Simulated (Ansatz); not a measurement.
# A workflow on InH2OF (SMILES [OH][InH][F])

Aim: a series of 16 runs (HF/STO-3G, UHF/STO-3G, HF/3-21G, UHF/3-21G, PBE/def2-SVP, UPBE/def2-SVP, PBE-D3(BJ)/def2-TZVP, SVWN5/def2-TZVP) of FH2InO. 

The results are computed with Ansatz 0.2.0.

## Step 1: The structure to begin with

InH2OF: 5 atoms, total charge 0, spin state singlet. As SMILES, `[OH][InH][F]`. The shape is that of a PBE0-D4/def2-TZVP optimisation. This is a higher conformer, about 10 kJ/mol above the lowest found by a separate search. The run starts from this shape.

Bond lengths: O1–In2 1.966 Å, In2–F3 1.944 Å, O1–H4 0.960 Å, In2–H5 1.691 Å. Angles: O1–In2–F3 106.4°, O1–In2–H5 133.9°, F3–In2–H5 119.7°, In2–O1–H4 113.6°.

## Step 2: A structure relaxation at HF/STO-3G (run 1)

Contents of job.yaml:

```yaml
crystal:
  periodic: [false, false, false]
  atoms:
    - symbol: O
      position_ang: [-1.279500, -0.345900, -0.577400]
    - symbol: In
      position_ang: [0.480100, 0.042500, 0.210000]
    - symbol: F
      position_ang: [1.185900, -1.654700, 0.841500]
    - symbol: H
      position_ang: [-1.725200, 0.429800, -0.925700]
    - symbol: H
      position_ang: [1.388500, 1.454700, 0.410200]
basis:
  gaussian:
    orbitals: STO-3G
hamiltonian:
  xc: hf
relax:
  f_tol: 0.002
output: {orbitals: {seedname: orbitals}}
```

On the command line:

```console
$ ansatz run job.yaml --threads 1 --pin off --max-ram 3480MiB --events-out events.jsonl --progress --plain --runs-dir runs
```

Output:

```text
Warning: RAYON_NUM_THREADS=1 ignored (pool sized by the plan → 1); use --threads N
The last accepted step is kept in runs//last_step.txt (removed where the run ends without a failure and the disk answers)
[... 56 lines left out ...]
Total energy: -159347.85149276 eV, -5855.9255325057 hartree
[... 5 lines left out ...]
Dipole moment:     0.059369     0.523883    -0.060467 e Å
```

Wall time 4.8 s (1 thread of AMD EPYC 9R45 (Zen 5), shared host); peak memory 0.12 GiB.

Step by step:

```
step  energy from the first frame kept (eV)  largest force (eV/Å)
   1                                 0.0000                2.9030
   2                                -0.2655                0.4886
   3                                -0.2742                0.1287
   4                                -0.2749                0.0497
   5                                -0.2749                0.0240
   6                                -0.2750                0.0099
   7                                -0.2750                0.0015
```

After the run. Bond lengths: O1–In2 1.893 Å, In2–F3 1.875 Å, O1–H4 0.984 Å, In2–H5 1.561 Å. Angles: O1–In2–F3 105.5°, O1–In2–H5 129.9°, F3–In2–H5 124.6°, In2–O1–H4 113.1°.

## Step 3: Vibrational wavenumbers at HF/STO-3G (run 2)

Contents of in.yaml:

```yaml
basis:
  gaussian:
    orbitals: STO-3G
crystal:
  periodic: [false, false, false]
  atoms:
    - {symbol: O, position_ang: [-1.199551, -0.337659, -0.540033]}
    - {symbol: In, position_ang: [0.494459, 0.032292, 0.218708]}
    - {symbol: F, position_ang: [1.148188, -1.620156, 0.817327]}
    - {symbol: H, position_ang: [-1.648153, 0.463567, -0.894067]}
    - {symbol: H, position_ang: [1.254857, 1.388356, 0.356665]}
hamiltonian:
  xc: hf
magnetization:
  spin_polarized: false
phonons:
  temperatures: {t_min: 298.15, t_max: 298.15, t_step: 1}
```

On the command line:

```console
$ ansatz run in.yaml --threads 1 --pin off --max-ram 3480MiB --events-out events.jsonl --progress --plain --runs-dir runs
```

Output:

```text
Warning: RAYON_NUM_THREADS=1 ignored (pool sized by the plan → 1); use --threads N
[... 169 lines left out ...]
Total energy: -159347.85150152 eV, -5855.9255328276 hartree
[... 5 lines left out ...]
Dipole moment:     0.059368     0.523882    -0.060466 e Å
Vibrations: 178.73 398.26 512.76 553.73 638.34 645.22 983.30 2001.75 4239.79 cm⁻¹, zero-point energy 0.629337 eV
```

It took 14 s on 1 thread of AMD EPYC 9R45 (Zen 5), shared host; peak memory 0.11 GiB.

Runs 3 to 9 aren't shown in full; the table further down has their settings and results.

## Step 4: The harmonic vibrations at PBE/def2-SVP (core potential) (run 10)

Contents of input.yaml:

```yaml
basis:
  gaussian:
    orbitals: def2-SVP
crystal:
  periodic: [false, false, false]
  atoms:
    - {symbol: O, position_ang: [-1.320277, -0.366645, -0.593641]}
    - {symbol: In, position_ang: [0.479806, 0.037990, 0.210665]}
    - {symbol: F, position_ang: [1.215902, -1.677315, 0.859889]}
    - {symbol: H, position_ang: [-1.724901, 0.456974, -0.930199]}
    - {symbol: H, position_ang: [1.399271, 1.475396, 0.411886]}
hamiltonian:
  xc: {name: PBE}
phonons:
  temperatures: {t_min: 298.15, t_max: 298.15, t_step: 1}
```

On the command line:

```console
$ ansatz run input.yaml --threads 1 --pin off --max-ram 3480MiB --events-out events.jsonl --progress --plain --runs-dir runs
```

Output:

```text
Warning: RAYON_NUM_THREADS=1 ignored (pool sized by the plan → 1); use --threads N
[... 6 lines left out ...]
723 factors; their error is unknown
[... 14 lines left out ...]
723 factors; their error is unknown
[... 10 lines left out ...]
723 factors; their error is unknown
[... 9 lines left out ...]
723 factors; their error is unknown
[... 10 lines left out ...]
723 factors; their error is unknown
[... 9 lines left out ...]
723 factors; their error is unknown
[... 9 lines left out ...]
723 factors; their error is unknown
[... 10 lines left out ...]
723 factors; their error is unknown
[... 4 lines left out ...]
723 factors; their error is unknown
[... 4 lines left out ...]
723 factors; their error is unknown
[... 4 lines left out ...]
723 factors; their error is unknown
[... 5 lines left out ...]
723 factors; their error is unknown
[... 4 lines left out ...]
723 factors; their error is unknown
[... 4 lines left out ...]
723 factors; their error is unknown
[... 9 lines left out ...]
Dipole moment:    -0.054685     0.799369    -0.162673 e Å
Vibrations: 142.69 299.00 370.03 406.38 580.81 593.21 814.48 1777.06 3702.44 cm⁻¹, zero-point energy 0.538469 eV
```

It took 9.3 s on 1 thread of AMD EPYC 9R45 (Zen 5), shared host; peak memory 0.11 GiB.

Runs 11 to 15 aren't shown in full; the table further down has their settings and results.

## Step 5: The harmonic vibrations at SVWN5/def2-TZVP (core potential) (run 16)

Contents of input.yaml:

```yaml
basis:
  gaussian:
    orbitals: def2-TZVP
crystal:
  periodic: [false, false, false]
  atoms:
    - symbol: O
      position_ang: [-1.269216, -0.368787, -0.568555]
    - symbol: In
      position_ang: [0.474399, 0.066022, 0.203266]
    - symbol: F
      position_ang: [1.157209, -1.636120, 0.824418]
    - symbol: H
      position_ang: [-1.723211, 0.416653, -0.922471]
    - symbol: H
      position_ang: [1.410619, 1.448633, 0.421943]
hamiltonian:
  xc: {name: SVWN5}
phonons:
  temperatures:
    t_min: 298.15
    t_max: 298.15
    t_step: 1
```

On the command line:

```console
$ ansatz run input.yaml --threads 1 --pin off --max-ram 3480MiB --events-out events.jsonl --progress --plain --runs-dir runs
```

Output:

```text
Warning: RAYON_NUM_THREADS=1 ignored (pool sized by the plan → 1); use --threads N
[... 19 lines left out ...]
783 factors; their error is unknown
[... 15 lines left out ...]
783 factors; their error is unknown
[... 15 lines left out ...]
783 factors; their error is unknown
[... 14 lines left out ...]
783 factors; their error is unknown
[... 15 lines left out ...]
783 factors; their error is unknown
[... 15 lines left out ...]
783 factors; their error is unknown
[... 14 lines left out ...]
783 factors; their error is unknown
[... 15 lines left out ...]
783 factors; their error is unknown
[... 9 lines left out ...]
783 factors; their error is unknown
[... 5 lines left out ...]
783 factors; their error is unknown
[... 4 lines left out ...]
783 factors; their error is unknown
[... 4 lines left out ...]
783 factors; their error is unknown
[... 4 lines left out ...]
783 factors; their error is unknown
[... 4 lines left out ...]
783 factors; their error is unknown
[... 10 lines left out ...]
Dipole moment:    -0.047603     0.867351    -0.170785 e Å
Vibrations: 145.21 321.46 377.87 394.92 599.43 622.15 795.42 1871.22 3730.04 cm⁻¹, zero-point energy 0.549109 eV
```

It took 19 s on 1 thread of AMD EPYC 9R45 (Zen 5), shared host; peak memory 0.14 GiB.

## Step 6: The series

```
run                                  level         task  walk f tol  partner   energy (Eh)  dipole moment (D)  wall time
  1                              HF/STO-3G     optimise       0.002     base  -5855.925533               2.55      4.8 s
  2                              HF/STO-3G  frequencies           –     base  -5855.925533               2.55       14 s
  3                             UHF/STO-3G       energy           –   cation  -5855.718324                  –      1.6 s
  4                             UHF/STO-3G     optimise           –   cation  -5855.759814                  –       18 s
  5                               HF/3-21G     optimise       0.002     base  -5889.639330               3.93      5.7 s
  6                               HF/3-21G  frequencies           –     base  -5889.639330               3.93       17 s
  7                              UHF/3-21G       energy           –   cation  -5889.302822                  –      3.6 s
  8                              UHF/3-21G     optimise           –   cation  -5889.346516                  –       19 s
  9          PBE/def2-SVP (core potential)     optimise       0.002     base   -366.106203               3.93      4.8 s
 10          PBE/def2-SVP (core potential)  frequencies           –     base   -366.106203               3.93      9.3 s
 11         UPBE/def2-SVP (core potential)       energy           –   cation   -365.716363                  –      7.5 s
 12         UPBE/def2-SVP (core potential)     optimise           –   cation   -365.740572                  –       29 s
 13  PBE-D3(BJ)/def2-TZVP (core potential)     optimise       0.002     base   -366.349644               4.12      9.3 s
 14  PBE-D3(BJ)/def2-TZVP (core potential)  frequencies           –     base   -366.349644               4.12       18 s
 15       SVWN5/def2-TZVP (core potential)     optimise       0.002     base   -365.029592               4.25      6.3 s
 16       SVWN5/def2-TZVP (core potential)  frequencies           –     base   -365.029592               4.25       19 s
```

## Step 7: Summary of results

| quantity | value |
| --- | --- |
| run 16, SVWN5/def2-TZVP: total energy | -365.02959 Eh |
| run 16, SVWN5/def2-TZVP: dipole moment | 4.25 D |
| run 16, SVWN5/def2-TZVP: largest force on an atom | 0.000 eV/Å |
| run 16, SVWN5/def2-TZVP: lowest harmonic wavenumber | 145 cm⁻¹ |
| run 16, SVWN5/def2-TZVP: highest harmonic wavenumber | 3730 cm⁻¹ |
| run 16, SVWN5/def2-TZVP: zero-point energy | 53.0 kJ/mol |
| vertical ionisation energy (to the doublet cation), HF/STO-3G | 5.638 eV |
| vertical ionisation energy (to the doublet cation), HF/3-21G | 9.157 eV |
| vertical ionisation energy (to the doublet cation), PBE/def2-SVP | 10.608 eV |
| adiabatic ionisation energy (to the doublet cation, no zero-point term), HF/STO-3G | 4.509 eV |
| adiabatic ionisation energy (to the doublet cation, no zero-point term), HF/3-21G | 7.968 eV |
| adiabatic ionisation energy (to the doublet cation, no zero-point term), PBE/def2-SVP | 9.949 eV |

In words: At HF/STO-3G: the vertical ionisation energy comes to 5.64 eV (130 kcal/mol). In a minimal basis such a difference can be off by several eV, whatever the method. At HF/3-21G: the vertical ionisation energy comes to 9.16 eV (211 kcal/mol). At PBE/def2-SVP: the vertical ionisation energy comes to 10.61 eV (245 kcal/mol). At HF/STO-3G: the adiabatic ionisation energy (to the doublet cation, no zero-point term) is 4.51 eV (104 kcal/mol). At HF/3-21G: the adiabatic ionisation energy (to the doublet cation, no zero-point term) is 7.97 eV (184 kcal/mol). Totals of different functionals can't be ranked against each other. Some runs of one species differ in core potentials or relativity; totals across that change don't compare. In runs 1, 2, 3, 4 the basis is minimal, so the values are rough. In runs 1, 2, 3, 4, 5, 6, 7, 8 relativity is left out where basis or elements ask for it. All runs together took 3.1 min, the longest 29 s.
